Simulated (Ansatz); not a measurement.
# One shape, several levels: InCl (SMILES [Cl][In])

Aim: a comparison of 6 runs (HSE06/STO-3G, UPBE/STO-3G, UPBE0/STO-3G, r2SCAN0/STO-3G, RPA@PBE/STO-3G, UCCSD(T)/STO-3G) of InCl. 

The calculation is run with Ansatz 0.2.0.

47 further runs of the same task are left out: 4 that didn't finish, 43 set aside as unsound or not needed.

## 1. Starting point

InCl: 2 atoms, total charge 0, spin state singlet. As SMILES, `[Cl][In]`. The In2–Cl1 distance was set to 3.017 Å, away from the relaxed value.

Bond lengths: Cl1–In2 3.017 Å.

## 2. The energy at HSE06/STO-3G (run 1)

job.yaml reads:

```yaml
crystal:
  periodic: [false, false, false]
  atoms:
    - symbol: Cl
      position_ang: [0.000000, -0.000000, -0.617310]
    - symbol: In
      position_ang: [-0.000000, 0.000000, 2.399590]
basis:
  gaussian:
    orbitals: STO-3G
magnetization:
  spin_polarized: false
  initial_magnetization: 0
hamiltonian:
  xc: {name: HSE06}
accuracy: high
```

Started as:

```console
$ ansatz run job.yaml --threads 1 --pin off --max-ram 3480MiB --events-out events.jsonl --progress --plain --runs-dir runs
```

The log of the run:

```text
Warning: RAYON_NUM_THREADS=1 ignored (pool sized by the plan → 1); use --threads N
Functional definition: HSE06
  name "HSE06"
  parameter a = 0.25
  parameter omega = 0.11/bohr
  exchange = pbe_x - a*pbe_x_sr(omega) + a*exact_x_sr(omega)
  correlation = pbe_c
623 factors; integrals over basis functions are off by at most 2.3e-8 eV
51 factors; integrals over basis functions are off by at most 9.1e-10 eV
mean field evaluation 1: about -167066.1505 eV, gradient 9.5e0 eV
mean field evaluation 2: about -166953.8461 eV, gradient 1.5e2 eV
mean field evaluation 4: about -167067.7051 eV, gradient 1.8e0 eV
mean field evaluation 8: about -167067.7351 eV, gradient 4.9e-2 eV
mean field evaluation 16: about -167067.7351 eV, gradient 4.5e-9 eV
mean field -167067.73510820 eV, -6139.6260226482 hartree, gradient 4.3e-9 eV, S^2 0.000000; 0 other end points of the search recorded, 0 dependent functions left out
reference -167067.73510994 eV, -6139.6260227122 hartree; 33, 33 occupied and 3, 3 virtual orbitals, 623 factors
Total energy: -167067.73510994 eV, -6139.6260227122 hartree
```

Wall time 0.73 s (1 thread of AMD EPYC 9R45 (Zen 5), shared host); peak memory 0.13 GiB.

## 3. A single-point energy at UPBE/STO-3G (run 2)

job.yaml reads:

```yaml
crystal:
  periodic: [false, false, false]
  atoms:
    - {symbol: Cl, position_ang: [0.000000, -0.000000, -0.617310]}
    - {symbol: In, position_ang: [-0.000000, 0.000000, 2.399590]}
basis:
  gaussian:
    orbitals: STO-3G
magnetization:
  spin_polarized: true
hamiltonian:
  xc: {name: PBE}
accuracy: high
```

Started as:

```console
$ ansatz run job.yaml --threads 1 --pin off --max-ram 3480MiB --events-out events.jsonl --progress --plain --runs-dir runs
```

The log of the run:

```text
Warning: RAYON_NUM_THREADS=1 ignored (pool sized by the plan → 1); use --threads N
Functional definition: PBE
  name "PBE"
  parameter kappa = 0.804
  parameter beta = 0.06672455060314922
  exchange = pbe_x(kappa = kappa, mu = beta*pi^2/3)
  correlation = pbe_c(beta = beta)
623 factors; integrals over basis functions are off by at most 2.3e-8 eV
mean field evaluation 1: about -167054.6936 eV, gradient 7.1e0 eV
mean field evaluation 2: about -166896.1018 eV, gradient 9.0e1 eV
mean field evaluation 4: about -167056.2091 eV, gradient 4.4e0 eV
mean field evaluation 8: about -167056.4755 eV, gradient 7.8e-2 eV
mean field evaluation 16: about -167056.4757 eV, gradient 4.5e-7 eV
mean field -167056.47567742 eV, -6139.2122461989 hartree, gradient 1.2e-8 eV, S^2 0.000000; 0 other end points of the search recorded, 0 dependent functions left out
reference -167056.47567916 eV, -6139.2122462628 hartree; 33, 33 occupied and 3, 3 virtual orbitals, 623 factors
Total energy: -167056.47567916 eV, -6139.2122462628 hartree
```

It took 0.84 s on 1 thread of AMD EPYC 9R45 (Zen 5), shared host; peak memory 0.14 GiB.

Runs 3 to 5 aren't shown in full; the table further down has their settings and results.

## 4. A single-point energy at UCCSD(T)/STO-3G (run 6)

in.yaml reads:

```yaml
crystal:
  periodic: [false, false, false]
  atoms:
    - {symbol: Cl, position_ang: [0.000000, -0.000000, -0.617310]}
    - {symbol: In, position_ang: [-0.000000, 0.000000, 2.399590]}
basis:
  gaussian:
    orbitals: STO-3G
magnetization:
  spin_polarized: true
  initial_magnetization: 0
correlation:
  method: ccsd_t
  frozen_orbitals: {Cl: 5, In: 18}
accuracy: high
scf:
  omitted_lower_state_checks: [cluster_reference, increment]
```

Started as:

```console
$ ansatz run in.yaml --threads 1 --pin off --max-ram 3480MiB --events-out events.jsonl --progress --plain --runs-dir runs
```

The log of the run:

```text
Warning: RAYON_NUM_THREADS=1 ignored (pool sized by the plan → 1); use --threads N
[... 12 lines left out ...]
23 core orbitals not correlated: weight in the atoms' cores, before any rotation towards them, 1.000 or more for the frozen orbitals, at most 0.000 for the correlated occupied ones
[... 22 lines left out ...]
Total energy: -167009.83211712 eV, -6137.4981269742 hartree
Checks for a lower state left out: cluster_reference, increment
```

It took 0.52 s on 1 thread of AMD EPYC 9R45 (Zen 5), shared host.

## 5. Overview of the runs

```csv
run,level,frozen core orbitals,energy (Eh),wall time
1,HSE06/STO-3G,–,-6139.626023,0.73 s
2,UPBE/STO-3G,–,-6139.212246,0.84 s
3,UPBE0/STO-3G,–,-6139.613300,0.92 s
4,r2SCAN0/STO-3G,–,-6140.315608,1.5 s
5,RPA@PBE/STO-3G,23,-6137.526536,0.78 s
6,UCCSD(T)/STO-3G,23,-6137.498127,0.52 s
```

## 6. Summary of results

| quantity | value |
| --- | --- |
| run 6: total energy | -6137.49813 Eh |
| run 6: correlation energy (23 core orbitals frozen) | -41.4 mEh |
| run 6: (T) correction | -0.70 mEh |
| run 6: T1 diagnostic | 0.010 |

In words: Totals of different functionals can't be ranked against each other. In runs 1, 2, 3, 4, 5, 6 the basis is minimal, so the values are rough. In runs 1, 2, 3, 4, 5, 6 relativity is left out where basis or elements ask for it. All runs together took 5.3 s, the longest 1.5 s.
